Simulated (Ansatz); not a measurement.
Runs of Ansatz 0.2.0 on Al3Au. Symmetry: I4/mmm, No. 139, tetragonal system. The conventional cell has a = 4.051 Å, b = 4.051 Å, c = 8.113 Å, α = 90.00°, β = 90.00°, γ = 90.00°. Au (site symmetry 4/mmm) has 12 Al at 2.86 to 2.87 Å as nearest neighbours. Around Al (site symmetry 4/mmm) lie 4 Au at 2.86 Å and 8 Al at 2.87 Å. Al (site symmetry -4m2) is surrounded by 8 Al at 2.86 to 2.87 Å and 4 Au at 2.87 Å. The cell comes from a database or a generator and needn't be the stable form of this composition.

| task | level | potentials or basis | cutoff (eV) | basis error allowed | pressure (GPa) |
| --- | --- | --- | --- | --- | --- |
| band structure | PBEsol | all-electron LAPW, scalar-relativistic | 178 | 0.002 eV/atom | -2.6 |
| band structure | PBEsol | all-electron LAPW, inner shells corrected to Dirac's equation | 178 | 0.002 eV/atom | -2.6 |
| band structure | LDA | all-electron LAPW, scalar-relativistic | 178 | 0.002 eV/atom | -4.9 |
| band structure | PBEsol | all-electron LAPW, non-relativistic | 178 | 0.002 eV/atom | (a) |
| single point | PBEsol | all-electron LAPW, scalar-relativistic | 194 | 0.001 eV/atom | -2.6 |
| band structure | PBEsol | all-electron PAW datasets made for the crystal | 260 | - | -2.6 |
| band structure | PBE | all-electron LAPW, scalar-relativistic | 178 | 0.002 eV/atom | 0.4 |

Alike in all rows: no spin polarisation; cell as given; k mesh 9 × 9 × 9; smearing fermi-dirac 0.05 eV.

Task: Estimate the missing entries.

Result: (a) 5.9.

Caveats: relativity is left out, which matters for the heavier elements (some runs).

Not every run made on this cell is shown here.
